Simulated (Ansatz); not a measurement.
# C3H10Si2: basis-set convergence

The task here is to estimate one member of a computed series from the others.

Program: Ansatz 0.2.0, Gaussian basis. Level of theory: one geometry, several basis sets. These are calculated values, not measurements.

Plan: PBE0-D4/def2-SVP; ωB97M-V/def2-SVP; PBE0-D4/def2-QZVPP; ωB97M-V/def2-QZVPP; the functionals' def2-TZVPP values are taken from earlier runs.

## The relaxed structure

The geometry comes from an earlier relaxation with PBE0-D4 in a triple-zeta def2 set; it is a stationary point, not always the lowest conformer.

SMILES `C=C([SiH3])C[SiH3]`, 15 atoms, charge 0, spin multiplicity 1.

Atoms are counted from 1 here; the program's logs count them from 0.

Bond lengths: C1–C2 1.334 Å, C1–H6 1.085 Å, C1–H7 1.089 Å, C2–Si3 1.870 Å, C2–C4 1.501 Å, Si3–H8 1.490 Å, Si3–H9 1.485 Å, Si3–H10 1.488 Å, C4–Si5 1.888 Å, C4–H11 1.096 Å, C4–H12 1.095 Å, Si5–H13 1.486 Å, Si5–H14 1.486 Å, Si5–H15 1.489 Å. Angles: C2–C1–H6 121.9°, C2–C1–H7 121.8°, H6–C1–H7 116.4°, C1–C2–Si3 119.1°, C1–C2–C4 122.1°, Si3–C2–C4 118.8°, C2–Si3–H8 109.6°, C2–Si3–H9 109.5°, C2–Si3–H10 111.3°, H8–Si3–H9 109.6°, H8–Si3–H10 107.2°, H9–Si3–H10 109.5°, C2–C4–Si5 111.5°, C2–C4–H11 111.0°, C2–C4–H12 111.7°, Si5–C4–H11 107.3°, Si5–C4–H12 108.2°, H11–C4–H12 107.0° and more.

The first run:

Contents of in.yaml:

```yaml
crystal:
  periodic: [false, false, false]
  atoms:
    - {symbol: C, position_ang: [-0.132171, 0.057971, 1.894380]}
    - {symbol: C, position_ang: [-0.390154, -0.193659, 0.609699]}
    - {symbol: Si, position_ang: [-1.994273, 0.417477, -0.132683]}
    - {symbol: C, position_ang: [0.567519, -0.952443, -0.261663]}
    - {symbol: Si, position_ang: [1.769859, 0.207271, -1.140359]}
    - {symbol: H, position_ang: [-0.816292, 0.625592, 2.515676]}
    - {symbol: H, position_ang: [0.776429, -0.298155, 2.376619]}
    - {symbol: H, position_ang: [-2.798786, -0.742110, -0.609000]}
    - {symbol: H, position_ang: [-2.761212, 1.169616, 0.893314]}
    - {symbol: H, position_ang: [-1.744794, 1.293965, -1.309235]}
    - {symbol: H, position_ang: [1.165718, -1.653205, 0.331045]}
    - {symbol: H, position_ang: [0.044115, -1.542193, -1.021630]}
    - {symbol: H, position_ang: [2.625468, 0.882610, -0.129881]}
    - {symbol: H, position_ang: [1.031093, 1.240081, -1.912554]}
    - {symbol: H, position_ang: [2.635781, -0.563519, -2.074328]}
basis:
  gaussian: {orbitals: def2-SVP}
hamiltonian: {xc: pbe0, dispersion: d4}
output: {orbitals: {seedname: orbitals}}
```

Started as:

```console
ansatz run in.yaml --threads 4 --pin off --events-out ev --progress --plain --max-ram 10444MiB
```

Steps of the session up to this table: PBE0-D4 in def2-SVP; ωB97M-V in def2-SVP; PBE0-D4 in def2-QZVPP; ωB97M-V in def2-QZVPP.

One of the session's tables, all rows but one given; the rest of the session is left out.

It belongs to the step «Functionals by basis». 

```
functional       basis  HOMO (eV)  LUMO (eV)
   PBE0-D4    def2-SVP      -7.34      -0.28
   PBE0-D4  def2-TZVPP      -7.37      -0.45
   PBE0-D4  def2-QZVPP          ?          ?
   ωB97M-V    def2-SVP      -9.49       1.85
   ωB97M-V  def2-TZVPP      -9.54       1.58
   ωB97M-V  def2-QZVPP      -9.54       1.43
```

Estimate the missing values for PBE0-D4, def2-QZVPP.

**Answer.** HOMO (eV): -7.37; LUMO (eV): -0.51.
